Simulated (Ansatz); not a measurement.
# Os (sc type): how the settings move a single-point run

Aim: see which settings change the result for Os (sc type), by how much, and at what cost.

Program: Ansatz 0.2.0. Level of theory: reference: DFT, PBEsol, all-electron PAW with datasets made for the crystal, scalar-relativistic. These are calculated values, not measurements.

## (1) The starting structure

It takes space group Pm-3m (No. 221, cubic). Conventional cell: a = 2.009 Å, b = 2.009 Å, c = 2.009 Å, α = 90.00°, β = 90.00°, γ = 90.00°. Around Os (site symmetry m-3m) lie 6 Os at 2.01 Å.

Structure file:

```
Os
1.0
     2.00912    0.00000    0.00000
     0.00000    2.00912    0.00000
     0.00000    0.00000    2.00912
Os
1
Direct
  0.00000 0.00000 0.00000
```

## (2) Baseline

The input, input.yaml:

```yaml
crystal:
  lattice:
    - [2.0091204224, 0.0, 0.0]
    - [0.0, 2.0091204224, 0.0]
    - [0.0, 0.0, 2.0091204224]
  atoms:
    - { symbol: Os, position: [0.0, 0.0, 0.0] }
kpoints:
  mp_grid: { grid: [15, 15, 15] }
scf:
  occupations: { method: fermi_dirac, width: 0.1 }
hamiltonian:
  xc: pbesol
  pseudopotentials: { kind: all_electron, datasets: crystal }
output:
  forces: true
  stress: true
  eigenvalues: true
```

Started as:

```bash
> ansatz run input.yaml --threads 1 --pin off --max-ram 2048MiB --backend cpu --events-out ev --progress --plain --runs-dir out
```

## (3) Variant: occupations.method gaussian, occupations.width 0.2

Edit input.yaml of step 2 so:

```diff
@@ -10,3 +10,3 @@
 scf:
-  occupations: { method: fermi_dirac, width: 0.1 }
+  occupations: { method: gaussian, width: 0.2 }
 hamiltonian:
```

What does the calculation give? Wanted: for each run, ending; energy change; pressure; gap; force.

The runs gave:

```
                                                  run     ending        energy change  pressure (GPa)  gap (eV)  force (eV/Å)  cycles  time
                                            reference  converged                    0           950.5      0.00          0.00       8  16 s
1: occupations.method gaussian, occupations.width 0.2  converged  +0.4 meV/atom (σ→0)           950.3      0.00          0.00       8  16 s
```

Residual by cycle in the longest SCF loop of each run; runs are numbered as in the table. The quantity is the density residual dr2, in eV.

```
cycle  reference    run 1
    1     0.0553   0.0554
    2     0.0181   0.0181
    3    0.00173  0.00173
    4     2.1e-4   2.1e-4
    5     4.9e-6   4.9e-6
    6     7.6e-7   7.6e-7
    7    6.7e-10  6.8e-10
    8    1.4e-11  1.4e-11
```

What this shows: Changing the smearing leaves the energy as it was (+0.4 meV/atom). The structure is not at rest: the sound run finds 950 GPa, so these are no properties of the relaxed crystal. 
